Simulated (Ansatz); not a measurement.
Predict the output of the script below (Ansatz's Python interface).

`tae_bbrh5nsi.py`:
```python
from collections import Counter

import ansatz as az


def energy(molecule, charge=0, unpaired=0):
    calc = molecule.calculation().basis(gaussian="cc-pVDZ").functional("pbe", dispersion="d4")
    if charge:
        calc = calc.charge(charge)
    if unpaired:
        calc = calc.spin("collinear", total=unpaired)
    return calc.run(threads=1).report["free_energy_ev"]


def main() -> None:
    geometry_ang = [
        ("B", (-0.4715, 1.4047, -0.5528)),
        ("Si", (0.3641, -0.2644, -0.3505)),
        ("N", (0.3706, -0.7025, 1.3697)),
        ("Br", (-0.679, -1.8271, -1.5135)),
        ("H", (-0.6446, 1.9096, -1.6595)),
        ("H", (-0.9389, 2.0361, 0.3794)),
        ("H", (1.7707, -0.1619, -0.8545)),
        ("H", (0.9017, -1.6226, 1.4392)),
        ("H", (-0.5846, -0.8182, 1.7253)),
    ]
    mol = az.Crystal.molecule()
    for symbol, xyz in geometry_ang:
        mol = mol.atom(symbol, xyz)

    unpaired = {"B": 1, "Si": 2, "N": 3, "Br": 1, "H": 1}
    counts = Counter(site.symbol for site in mol.cartesian_sites)
    atom_energy = {s: energy(az.Crystal.molecule().atom(s, (0, 0, 0)), 0, unpaired[s]) for s in counts}
    whole = energy(mol, 0, 0)
    for s, e in atom_energy.items():
        print(f"{s:2s} x{counts[s]}  {e:14.5f} eV")
    print(f"BBrH5NSi: {whole:.5f} eV")
    split = sum(counts[s] * e for s, e in atom_energy.items()) - whole
    print(f"atomisation energy (no zero-point term): {96.485332 * split:.1f} kJ/mol, {split / sum(counts.values()):.3f} eV an atom")


if __name__ == "__main__":
    main()
```

Output of `python tae_bbrh5nsi.py`:
```text
B  x1      -669.59631 eV
Si x1     -7870.05275 eV
N  x1     -1483.48805 eV
Br x1    -70033.74717 eV
H  x5       -13.56836 eV
BBrH5NSi: -80153.77373 eV
atomisation energy (no zero-point term): 2802.7 kJ/mol, 3.228 eV an atom
```

2802.7 kJ/mol from the electronic energies, without the zero-point term.

Reading the output:
- Total energies depend on the basis set; only differences at equal settings carry meaning.
- The geometry is a force-field or estimated start, not a minimum of this method, and the basis set is short of its limit. All parts are taken at fixed geometry, without zero-point energy.
- For Al to Cl the sets with a tight d function, cc-pV(X+d)Z, are usual.
- This functional overbinds, so such energies come out a few per cent too high (LDA far more).
- The spin-orbit lowering of heavy atoms is left out.
- Finished in 3 s on 1 thread of Intel(R) Xeon(R) 6975P-C (Granite Rapids), on a shared host, peak memory 0.21 GiB.

(Lines on the test bed's own set-up are left out of the output.)
